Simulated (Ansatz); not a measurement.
BeF (charge -1), an active-space calculation

With Ansatz 0.2.0, Python API.

Notebook, run cell by cell (the value of a cell's last expression is shown):

**Cell 1**
```python
import ansatz as az
```

**Cell 2**
```python
bef = (
    az.Crystal.molecule()
    .atom("Be", [0.0, 0.0, 0.0])
    .atom("F", [0.0, 0.0, 1.675])
)
```

**Cell 3**
```python
model = (
    bef.calculation()
    .basis(gaussian="def2-SVP")
    .charge(-1)
    .correlation(active_electrons=2, active_orbitals=3)
)
for method in [None]:
    r = (model if method is None else model.correlation(method)).run(threads=1).report
    space = r["configurations"]
    state = space["states"][0]
    print(method or "casscf", f"total {r['free_energy_ev'] / 27.211386246:.6f} Ha, active-space state {state['energy']['hartree']:.6f} Ha, mean field {r['reference_energy_ev'] / 27.211386246:.6f} Ha")
    print("  determinants", state["n_determinants"], " natural occupations", [round(n, 3) for n in space["natural_occupations"]])
```
Output:
```text
casscf total -114.006538 Ha, active-space state -114.006538 Ha, mean field -113.985955 Ha
  determinants 9  natural occupations [1.878, 0.061, 0.061]
```

Notes:
- Total energies depend on the basis set; only differences at equal settings carry meaning.
- The geometry is a force-field or estimated start, not a minimum of this method, and the basis set is short of its limit. The active space starts as a window about the frontier orbitals and is then optimised, not chosen by chemistry.
- The spin state was assumed, and another may lie lower.
- Anions want diffuse functions, which this basis lacks.
- Wall time of the script: 0.4 s on 1 thread of Arm Neoverse V2 (shared host), peak memory 0.13 GiB.
